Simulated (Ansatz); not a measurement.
# Alloy of GaAs and InAs (22 of 32 Ga sites exchanged), 64 atoms, part 2 of 2

Ansatz 0.2.0, PAW.

## (3) Single point with HSE06

Contents of in.yaml:

```yaml
crystal:
  lattice:
    - [11.902932, 0.000000, 0.000000]
    - [0.000000, 11.902932, 0.000000]
    - [0.000000, 0.000000, 11.902932]
  atoms:
    - { symbol: Ga, position: [0.000187, 0.002977, 0.997826] }
    - { symbol: Ga, position: [0.000451, 0.498409, 0.997341] }
    - { symbol: Ga, position: [0.246852, 0.749865, 0.506740] }
    - { symbol: Ga, position: [0.241622, 0.997521, 0.750531] }
    - { symbol: Ga, position: [0.242662, 0.501831, 0.750099] }
    - { symbol: Ga, position: [0.755297, 0.002163, 0.247136] }
    - { symbol: Ga, position: [0.754815, 0.497726, 0.247821] }
    - { symbol: Ga, position: [0.995229, 0.248978, 0.244549] }
    - { symbol: Ga, position: [0.004237, 0.249461, 0.755061] }
    - { symbol: Ga, position: [0.005955, 0.749691, 0.753019] }
    - { symbol: In, position: [0.001538, 0.000142, 0.502626] }
    - { symbol: In, position: [0.002306, 0.498843, 0.502465] }
    - { symbol: In, position: [0.499241, 0.999738, 0.999858] }
    - { symbol: In, position: [0.498296, 0.997937, 0.501324] }
    - { symbol: In, position: [0.500398, 0.500345, 0.000668] }
    - { symbol: In, position: [0.497671, 0.502816, 0.501090] }
    - { symbol: In, position: [0.242185, 0.249874, 0.996443] }
    - { symbol: In, position: [0.245468, 0.250290, 0.504185] }
    - { symbol: In, position: [0.243836, 0.749450, 0.994647] }
    - { symbol: In, position: [0.758078, 0.250539, 0.004566] }
    - { symbol: In, position: [0.754814, 0.250256, 0.496162] }
    - { symbol: In, position: [0.756919, 0.749838, 0.003291] }
    - { symbol: In, position: [0.753092, 0.750241, 0.498245] }
    - { symbol: In, position: [0.245485, 0.999448, 0.250602] }
    - { symbol: In, position: [0.245706, 0.499245, 0.250841] }
    - { symbol: In, position: [0.756188, 0.999742, 0.752895] }
    - { symbol: In, position: [0.756967, 0.499782, 0.753206] }
    - { symbol: In, position: [0.997947, 0.749853, 0.248171] }
    - { symbol: In, position: [0.505313, 0.249908, 0.251491] }
    - { symbol: In, position: [0.494571, 0.249384, 0.750355] }
    - { symbol: In, position: [0.502992, 0.750213, 0.254039] }
    - { symbol: In, position: [0.492527, 0.749954, 0.748451] }
    - { symbol: As, position: [0.111775, 0.124358, 0.123873] }
    - { symbol: As, position: [0.123530, 0.125875, 0.638644] }
    - { symbol: As, position: [0.117135, 0.618422, 0.117021] }
    - { symbol: As, position: [0.129311, 0.630979, 0.631588] }
    - { symbol: As, position: [0.632848, 0.119003, 0.129237] }
    - { symbol: As, position: [0.626675, 0.125236, 0.625005] }
    - { symbol: As, position: [0.633051, 0.618769, 0.131569] }
    - { symbol: As, position: [0.626796, 0.625919, 0.626831] }
    - { symbol: As, position: [0.373739, 0.372045, 0.124802] }
    - { symbol: As, position: [0.365369, 0.383063, 0.631391] }
    - { symbol: As, position: [0.372605, 0.871629, 0.124266] }
    - { symbol: As, position: [0.359316, 0.876477, 0.625576] }
    - { symbol: As, position: [0.883228, 0.382671, 0.128961] }
    - { symbol: As, position: [0.884077, 0.365718, 0.632537] }
    - { symbol: As, position: [0.878672, 0.889024, 0.123789] }
    - { symbol: As, position: [0.883301, 0.866002, 0.632160] }
    - { symbol: As, position: [0.373639, 0.126523, 0.376179] }
    - { symbol: As, position: [0.364313, 0.116048, 0.869010] }
    - { symbol: As, position: [0.365662, 0.632716, 0.382647] }
    - { symbol: As, position: [0.366163, 0.616797, 0.869346] }
    - { symbol: As, position: [0.877446, 0.123528, 0.362828] }
    - { symbol: As, position: [0.888589, 0.127379, 0.876679] }
    - { symbol: As, position: [0.870382, 0.617003, 0.369497] }
    - { symbol: As, position: [0.890198, 0.626560, 0.876664] }
    - { symbol: As, position: [0.115828, 0.364817, 0.368263] }
    - { symbol: As, position: [0.117771, 0.381697, 0.869041] }
    - { symbol: As, position: [0.129130, 0.866489, 0.382729] }
    - { symbol: As, position: [0.117007, 0.881662, 0.871408] }
    - { symbol: As, position: [0.632260, 0.383679, 0.370627] }
    - { symbol: As, position: [0.626866, 0.372026, 0.876492] }
    - { symbol: As, position: [0.634911, 0.883935, 0.369761] }
    - { symbol: As, position: [0.625302, 0.871547, 0.875043] }
kpoints:
  mp_grid: { grid: [1, 1, 1] }
hamiltonian:
  xc: hse06
scf:
  occupations: { method: fermi_dirac, width: 0.01 }
output:
  forces: true
  eigenvalues: true
  populations: true
  eigenstates: { kpoints: [[0, 0, 0]], e_range: [-6.0, 6.0], localisation: true }
```

Launch:

```bash
$ ansatz run in.yaml --threads 4 --pin off --max-ram 61750MiB --runs-dir r --events-out ev --progress --plain --backend cuda --devices 0, --max-vram 37GiB
```

The program printed:

```text
Pseudopotentials: kind: paw
Functional definition: HSE06
  parameter a = 0.25
  parameter omega = 0.11/bohr
  exchange = pbe_x - a*pbe_x_sr(omega) + a*exact_x_sr(omega)
  correlation = pbe_c
Crystal: 64 atoms, lattice volume = 1686.405 Å³
Basis set: ecut = 420 eV, 32987 PW (Γ), exchange–correlation on 160×160×160 points (8 copies of the dense FFT grid, shifted against one another)
Bands: 538, of which v1, the nominal top of the filled ones, is band 448 counted from 1 (447 counted from 0)
Symmetry: 1 space group operations
Space group: P1 (ITA 1), of the structure as read, at distance tolerance 1.2e-4 Å
k-points: 1
Non-local potential: Ga, projectors of the file, l = 0: 2, l = 1: 2, l = 2: 3, l = 3: 1
Non-local potential: In, projectors of the file, l = 0: 2, l = 1: 2, l = 2: 2, l = 3: 2
Non-local potential: As, projectors of the file, l = 0: 2, l = 1: 2, l = 2: 3, l = 3: 1
PAW form: soft (Blöchl's): semilocal exchange-correlation on the pseudo side does not see the compensation charge
PAW frozen core: Ga, regenerated for the run's functional, and the local potential with it (the file was generated under x = pbe(κ = 0.804, μ = 0.2195149727645171), c = pbe(β = 0.06672455060314922))
PAW frozen core: In, regenerated for the run's functional, and the local potential with it (the file was generated under x = pbe(κ = 0.804, μ = 0.2195149727645171), c = pbe(β = 0.06672455060314922))
PAW frozen core: As, regenerated for the run's functional, and the local potential with it (the file was generated under x = pbe(κ = 0.804, μ = 0.2195149727645171), c = pbe(β = 0.06672455060314922))
PAW one-centre angular grid: Ga, 590 points (default); XC on 64 Gauss nodes
PAW one-centre angular grid: In, 590 points (default); XC on 64 Gauss nodes
PAW one-centre angular grid: As, 590 points (default); XC on 64 Gauss nodes
Initial density: superposition of atomic densities (neutral atoms: chi_scale 0, normalization atom), corrected by the library's trained network
Initial wavefunctions: pseudopotential atomic-orbital guess
Functional: x = pbe(κ = 0.804, μ = 0.2195149727645171), c = pbe(β = 0.06672455060314922), warm-up for x = pbe(κ = 0.804, μ = 0.2195149727645171) + 0.25 (exact − pbe) at short range (hse, ω = 0.20786987370883472 Å⁻¹), c = pbe(β = 0.06672455060314922); HSE06 as pw.x's `hse` composes it (authors' and Libxc's form: `xc: wpbeh`)
SCF iter   1: F=—  HF=-316390.262548 eV  |F-HF|=—  |Δ(HF+E_count)|=         —  Δρ=1.52e-3  dr2=7.44e-2  ethr=1.77e-3  ⟨swp⟩=20.0  Hψ=2302  notcnv=2
preconditioner: auto → Kerker (q_TF=auto, 2.455 Å⁻¹)  [metal: Δε(μ)=0.014 eV  Ē_g=14.046 eV  σ=0.010 eV  W_gap=0.33  n_scr=436 (ndim 8)  ℏωp=21.7 eV  f_vac=0.100  D(μ)=114.76/eV (n_scr^D=1236)]
SCF iter   2: F=—  HF=-316390.258628 eV  |F-HF|=—  |Δ(HF+E_count)|=   3.92e-3  Δρ=7.53e-4  dr2=1.91e-2  ethr=8.31e-6  ⟨swp⟩=18.0  Hψ=1890  notcnv=0  defer=20
SCF iter   3: F=—  HF=-316390.255955 eV  |F-HF|=—  |Δ(HF+E_count)|=   2.67e-3  Δρ=3.50e-4  dr2=4.84e-3  ethr=2.13e-6  ⟨swp⟩=20.0  Hψ=1295  notcnv=0  defer=11
SCF iter   4: F=—  HF=-316390.255554 eV  |F-HF|=—  |Δ(HF+E_count)|=   4.01e-4  Δρ=1.41e-4  dr2=8.43e-4  ethr=5.41e-7  ⟨swp⟩=7.0  Hψ=1360  notcnv=0  defer=10
SCF iter   5: F=—  HF=-316390.255755 eV  |F-HF|=—  |Δ(HF+E_count)|=   2.01e-4  Δρ=7.45e-5  dr2=2.89e-4  ethr=9.41e-8  ⟨swp⟩=7.0  Hψ=1238  notcnv=0  defer=8
SCF iter   6: F=—  HF=-316390.255879 eV  |F-HF|=—  |Δ(HF+E_count)|=   1.24e-4  Δρ=3.57e-5  dr2=5.41e-5  ethr=3.22e-8  ⟨swp⟩=6.0  Hψ=1410  notcnv=0  defer=8
SCF iter   7: F=—  HF=-316390.255899 eV  |F-HF|=—  |Δ(HF+E_count)|=   2.01e-5  Δρ=1.58e-5  dr2=1.31e-5  ethr=6.04e-9  ⟨swp⟩=6.0  Hψ=1274  notcnv=0  defer=5
SCF iter   8: F=—  HF=-316390.255899 eV  |F-HF|=—  |Δ(HF+E_count)|=   3.02e-8  Δρ=1.05e-5  dr2=5.67e-6  ethr=1.47e-9  ⟨swp⟩=6.0  Hψ=1312  notcnv=0  defer=4
SCF iter   9: F=—  HF=-316390.255899 eV  |F-HF|=—  |Δ(HF+E_count)|=   4.15e-7  Δρ=4.21e-6  dr2=2.11e-6  ethr=6.32e-10  ⟨swp⟩=6.0  Hψ=1125  notcnv=0  defer=4
SCF iter  10: F=—  HF=-316390.255900 eV  |F-HF|=—  |Δ(HF+E_count)|=   5.18e-8  Δρ=2.85e-6  dr2=8.97e-7  ethr=2.36e-10  ⟨swp⟩=6.0  Hψ=1170  notcnv=0  defer=2
[... 6 lines left out ...]
SCF 1 converged in 16 iterations: F = -316390.255899 eV  dr2 = 6.42e-10
the semilocal start has a gap of 0.007 eV: under exact exchange another state, often on complex orbitals, can lie lower than the one that it leads to. A single point with scf.lower_state_search: full and scf.eigensolver.gamma_real: false can look for it
Initial density: handed on by an earlier stage of this run
Initial wavefunctions: those handed on with the density
Functional: x = pbe(κ = 0.804, μ = 0.2195149727645171) + 0.25 (exact − pbe) at short range (hse, ω = 0.20786987370883472 Å⁻¹), c = pbe(β = 0.06672455060314922); HSE06 as pw.x's `hse` composes it (authors' and Libxc's form: `xc: wpbeh`)
Exchange kernel: α = 0.2500, screened, ω = 0.2079 Å⁻¹, Wigner–Seitz truncation, v(0) = 976.6745 eV·Å³, q-mesh 1×1×1, nearest image of the exchange supercell L = 11.90 Å, pair-density grid 54×54×54, without the augmentation charges, whose exchange is taken in its separable form (sized by the pseudopotential files, 80×80×80 at the most), smooth part of the exact exchange by density-matrix convolutio [...]
Frozen-core exchange: fock
[... 2 lines left out ...]
preconditioner: auto → none  [insulator: Δε(μ)=0.399 eV  Ē_g=16.189 eV  σ=0.010 eV  W_gap=1.00  n_scr=436 (ndim 8)  ℏωp=21.7 eV  f_vac=0.098  D(μ)=0.00/eV (n_scr^D=0)]
  Residual-converged pass: ⟨swp⟩=3.0  Hψ=1364  notcnv=0  max |occ|·‖R‖ = 6.5e-6 eV (tolerance 6.7e-6 eV)  dr2=2.66e-5  dr2_onsite=5.11e-7  max |Δocc| = 8.1e-21
[... from here the SCF cycle lines were not kept, up to the last twenty ...]
hybrid outer 1: dexx = +6.512e-1 eV, tail = 2.56e-3 eV
[... 1 line left out ...]
preconditioner: auto → none  [insulator: Δε(μ)=0.660 eV  Ē_g=16.153 eV  σ=0.010 eV  W_gap=1.00  n_scr=436 (ndim 8)  ℏωp=21.7 eV  f_vac=0.101  D(μ)=0.00/eV (n_scr^D=0)]
[... 5 lines left out ...]
SCF iter   7: F=—  HF=-316523.144718 eV  |F-HF|=—  |Δ(HF+E_count)|=   2.70e-7  Δρ=3.47e-6  dr2=3.03e-6  ethr=2.17e-10  ⟨swp⟩=4.0  Hψ=1201  notcnv=0
SCF iter   8: F=—  HF=-316523.144718 eV  |F-HF|=—  |Δ(HF+E_count)|=   1.25e-7  Δρ=1.44e-6  dr2=2.45e-6  ethr=6.82e-11  ⟨swp⟩=4.0  Hψ=1092  notcnv=0
SCF iter   9: F=—  HF=-316523.144734 eV  |F-HF|=—  |Δ(HF+E_count)|=   1.59e-5  Δρ=6.18e-6  dr2=1.07e-6  ethr=9.08e-12  ⟨swp⟩=7.0  Hψ=2280  notcnv=0  defer=14
SCF iter  10: F=—  HF=-316523.144733 eV  |F-HF|=—  |Δ(HF+E_count)|=   2.98e-7  Δρ=1.36e-6  dr2=1.05e-7  ethr=9.08e-12  ⟨swp⟩=7.0  Hψ=1463  notcnv=0
SCF iter  11: F=—  HF=-316523.144733 eV  |F-HF|=—  |Δ(HF+E_count)|=   6.58e-9  Δρ=5.44e-7  dr2=8.04e-8  ethr=4.01e-12 (applied; sched 3.89e-12)  ⟨swp⟩=4.0  Hψ=1029  notcnv=0
Mixer restart at iter 11: flushing history
SCF iter  12: F=—  HF=-316523.144734 eV  |F-HF|=—  |Δ(HF+E_count)|=   3.94e-7  Δρ=1.20e-6  dr2=2.83e-8  ethr=4.16e-12 (applied; sched 1.38e-12)  ⟨swp⟩=6.0  Hψ=1565  notcnv=0  defer=31
SCF iter  13: F=—  HF=-316523.144734 eV  |F-HF|=—  |Δ(HF+E_count)|=   1.09e-8  Δρ=8.24e-7  dr2=1.10e-8  ethr=4.14e-12 (applied; sched 1.38e-12)  ⟨swp⟩=5.0  Hψ=1113  notcnv=0  defer=31
SCF iter  14: F=—  HF=-316523.144734 eV  |F-HF|=—  |Δ(HF+E_count)|=  5.82e-10  Δρ=3.70e-7  dr2=9.45e-9  ethr=4.16e-12 (applied; sched 1.17e-12)  ⟨swp⟩=5.0  Hψ=1117  notcnv=0  defer=32
SCF iter  15: F=-316523.144734 eV  HF=-316523.144734 eV  |F-HF|=4.66e-10  |Δ(HF+E_count)|=   2.04e-9  Δρ=1.16e-7  dr2=3.42e-10  ethr=4.38e-12 (applied; sched 1.04e-12)  ⟨swp⟩=5.0  Hψ=1115  notcnv=0  defer=31
SCF 3 converged in 15 iterations: F = -316523.144734 eV  dr2 = 3.42e-10
  Residual-converged pass: ⟨swp⟩=4.0  Hψ=1464  notcnv=0  max |occ|·‖R‖ = 2.5e-7 eV (tolerance 2.7e-7 eV)  dr2=4.82e-10  dr2_onsite=3.98e-11  max |Δocc| = 3.8e-23
hybrid outer 2: dexx = +4.379e-5 eV, tail = 5.98e-7 eV, Δε = 3.80e-3 eV (about 1.01e-4 eV left of the loop's levels), ΔF = 3.90e-3 eV/Å (tail 7.94e-4)
NSCF: frozen V_eff on 1 k-points
hybrid SCF converged: 2 outer / 25 inner (+16 warm-up), last move |dexx| = 4.38e-5 eV, tail = 5.98e-7 eV
Stability not checked: this state was not tested for a lower state beside it, because the functional holds exact exchange (a hybrid, or Hartree-Fock), whose exchange loop this test does not read (fock_operator; see scf.lower_state_search)
Free energy (F): -316523.144735 eV
Harris-Foulkes:  -316523.144735 eV  (|F-HF|=4.66e-10)
Internal energy: -316523.144735 eV  (E = F + TS)
E sigma→0 (E₀):  -316523.144735 eV
Fermi energy:    7.766129 eV
--- Per-component energies (eV) ---
  E_band       = -12281.532674
  E_kinetic    = 9797.966500
  E_local      = -112759.116924  (includes V_loc(G=0)·N_el)
  E_nonlocal   = -9115.533527
  E_hartree    = 55436.171267
  E_xc         = -6349.658189
  E_vxc        = -4232.409095  (∫ρ·V_xc dr)
  E_exx        = -3153.063836  (= α·E_x^exact, valence–valence)
  E_paw        = -168647.934169  (= ΣΔE_a)
  E_vpaw       = -538.665228  (= ΣTr[D̂ρ^β])
  E_aug_tail   = -0.000321  (compensation charges beyond the density's cutoff)
  E_ewald      = -81720.017225
  E_core_change = -11.958312  (= ΣΔE_core)
  E_smearing   = -0.000000  (= −TS)
  E_closure    = 0.000001  (closes the sum)
  Σ components = -316523.144735   (vs F -316523.144735, Δ=5.82e-11)
--- Forces (eV/Å), atoms counted from 1 ---
  atom   1  Ga    -0.00605213     0.00717254     0.01245596
  atom   2  Ga     0.02538511     0.01966747    -0.00334577
  atom   3  Ga    -0.02017311     0.01866618    -0.02444025
  atom   4  Ga     0.00221956     0.00541890    -0.00296458
  atom   5  Ga     0.01445292    -0.00475905     0.00947238
  atom   6  Ga    -0.00283374     0.01593928    -0.01718414
  atom   7  Ga    -0.02037607     0.01787643     0.01811277
  atom   8  Ga     0.03934157    -0.02535207     0.01854756
  atom   9  Ga    -0.01146304     0.02558520    -0.01890502
  atom  10  Ga    -0.00313636     0.03739923     0.00269886
  atom  11  In     0.00783831    -0.01179246     0.01375415
  atom  12  In    -0.01012337    -0.01235438    -0.01908569
  atom  13  In    -0.00233251    -0.03624391    -0.00957681
  atom  14  In    -0.02207910     0.00698658    -0.01497087
  atom  15  In    -0.02746599    -0.04399432    -0.01671257
  atom  16  In    -0.00231004    -0.00015782     0.00101912
  atom  17  In     0.00948130    -0.02328976    -0.00302443
  atom  18  In    -0.02946027    -0.01511093    -0.02820382
  atom  19  In    -0.00667804    -0.03348148     0.00005080
  atom  20  In    -0.02700064    -0.00391197    -0.01652023
  atom  21  In     0.00143422    -0.02612369     0.01597416
  atom  22  In    -0.02630865     0.03079177    -0.01966930
  atom  23  In    -0.00077227    -0.03775300     0.00900540
  atom  24  In    -0.00301122    -0.01521598    -0.01321545
  atom  25  In    -0.04265994    -0.01640082    -0.02341612
  atom  26  In    -0.00584176    -0.00825125    -0.00020150
  atom  27  In    -0.00563291    -0.01472947    -0.02057612
  atom  28  In     0.01751035    -0.04506830     0.00665306
  atom  29  In    -0.02819094    -0.00427666    -0.04266715
  atom  30  In    -0.00810562    -0.02592128     0.00332956
  atom  31  In    -0.01719587     0.01318747    -0.03878333
  atom  32  In     0.00437010    -0.02511199     0.00313480
  atom  33  As     0.03915146     0.03458228     0.03457580
  atom  34  As    -0.02750401    -0.02992587    -0.03980499
  atom  35  As     0.05941930     0.03482790     0.05594666
  atom  36  As    -0.04652199    -0.04303513    -0.04403934
  atom  37  As    -0.01889873     0.00475676    -0.00381599
  atom  38  As     0.01747166     0.00395863     0.03008022
  atom  39  As     0.00421738     0.00961890    -0.00451441
  atom  40  As     0.01200030     0.00160355     0.01447628
  atom  41  As     0.01575416     0.00441058     0.01029220
  atom  42  As     0.00886263     0.01885222    -0.00654604
  atom  43  As     0.02238200     0.00988848     0.02758149
  atom  44  As     0.04338619     0.05123067     0.02997412
  atom  45  As    -0.03281605    -0.01598889    -0.01685166
  atom  46  As    -0.00867003    -0.00384097     0.00147284
  atom  47  As    -0.04122461    -0.02522059    -0.01460924
  atom  48  As     0.00460833     0.01006496    -0.01402359
  atom  49  As     0.00217423     0.01073686     0.00181209
  atom  50  As     0.06244641     0.03717995     0.03814409
  atom  51  As    -0.01425274    -0.01313029    -0.00668615
  atom  52  As     0.05228966     0.02781140     0.05023308
  atom  53  As     0.01772503     0.03338766     0.04751755
  atom  54  As    -0.03904630    -0.03065354    -0.04140173
  atom  55  As     0.05448138     0.05398887     0.04137885
  atom  56  As    -0.03214435    -0.03279660    -0.02437801
  atom  57  As     0.04927900     0.03658572     0.03832872
  atom  58  As     0.01271753     0.03188897     0.01729578
  atom  59  As    -0.00492793    -0.02299161    -0.00392100
  atom  60  As    -0.00906185     0.01175039    -0.00482380
  atom  61  As     0.00170031    -0.00142753    -0.00044568
  atom  62  As     0.00849018     0.01542392     0.01085132
  atom  63  As    -0.00503814    -0.01699060    -0.02015972
  atom  64  As    -0.00128242     0.02320716     0.01505203
  max |Σ_I F_I| component: 8.55e-4 eV/Å
--- Band table (eV) ---
  k-point 0: bands = [... 436 lower levels ..., "6.3381", "6.3466", "6.4018", "6.4102", "6.4143", "6.4479", "6.4589", "6.4807", "6.5440", "7.4132", "7.4171", "7.4344", "8.0952", "8.9404", "9.0073", "9.0463", "9.1691", "9.4901", "9.5099", "9.5378", "9.8786", "9.9878", "10.0181", "10.1983", ... 78 higher levels ...]
--- Löwdin populations: 64 sites ---
  site symbol       q [e]
     0     Ga     12.8652
     1     Ga     12.8639
     2     Ga     12.8654
     3     Ga     12.8596
     4     Ga     12.8593
     5     Ga     12.8590
     6     Ga     12.8581
     7     Ga     12.8580
     8     Ga     12.8667
     9     Ga     12.8589
    10     In     12.6439
    11     In     12.6438
    12     In     12.6434
    13     In     12.6420
    14     In     12.6431
    15     In     12.6430
    16     In     12.6442
    17     In     12.6523
    18     In     12.6506
    19     In     12.6506
    20     In     12.6460
    21     In     12.6460
    22     In     12.6527
    23     In     12.6366
    24     In     12.6385
    25     In     12.6360
    26     In     12.6356
    27     In     12.6464
    28     In     12.6436
    29     In     12.6357
    30     In     12.6367
    31     In     12.6419
    32     As     15.2013
    33     As     15.2015
    34     As     15.2623
    35     As     15.1410
    36     As     15.2630
    37     As     15.3267
    38     As     15.2632
    39     As     15.3279
    40     As     15.3271
    41     As     15.2656
    42     As     15.3273
    43     As     15.2043
    44     As     15.1472
    45     As     15.2646
    46     As     15.2042
    47     As     15.2648
    48     As     15.3272
    49     As     15.2651
    50     As     15.2658
    51     As     15.2639
    52     As     15.2017
    53     As     15.2001
    54     As     15.2625
    55     As     15.2028
    56     As     15.2664
    57     As     15.1445
    58     As     15.2633
    59     As     15.1453
    60     As     15.2651
    61     As     15.3271
    62     As     15.2681
    63     As     15.3273
  spilling = 0.001390 (of n_electrons = 896.000000)
```

Wall time 1.9 min (1 × NVIDIA H100 80GB HBM3 with 4 threads of AMD EPYC 7R13, shared host); peak host memory 5.4 GiB.

The semilocal start had a very small gap; under exact exchange a lower state may exist.

At the Γ point alone the filled levels end at 7.434 eV and the empty ones begin at 8.095 eV, a spacing of 0.66 eV.

The states next to the gap (eigenstates.tsv), from the top filled level:

```
level (eV)  spin  filling  atoms sharing it  main element  its share  largest atom
     -0.02  both     2.00              48.1            As       0.78             –
     -0.02  both     2.00              47.9            As       0.78             –
      0.00  both     2.00              46.3            As       0.78             –
      0.66  both     0.00              61.0            As       0.41             –
```

The largest force by HSE06 is only 0.09 eV/Å (on As35), so the positions lie close to this level's own in this cell.

## (4) What came out

What follows sums up all 2 parts. Changes of volume or cell count from the first structure of part 1.

```
             level           time   k points  top filled to lowest empty (eV)
PBEsol, relaxation     33 s (GPU)  (¼, ¼, ¼)                             1.04
             HSE06  1.9 min (GPU)          Γ                             0.66
```

```
     quantity                                                                         value
   relaxation                                              5 recorded steps, 2.39 eV gained
largest shift                                                                 0.21 Å (As57)
 relaxed cell  a = 11.903 Å, b = 11.903 Å, c = 11.903 Å, α = 90.00°, β = 90.00°, γ = 90.00°
   mean bonds                                                    As–Ga 2.478, As–In 2.625 Å
```

**Reading.** The relaxation lowers the energy by 2.39 eV; the largest shift is 0.21 Å (As57), while the volume changes by -0.2 %. The mean lengths of the listed bonds run from As–Ga 2.48 Å to As–In 2.63 Å. Rows on different k points differ by sampling as well as by level. Spin–orbit coupling is left out, which matters for the band edges of the heavier elements here. With one k point the spacing samples only the states that fold onto it, so it can exceed the gap over the zone.
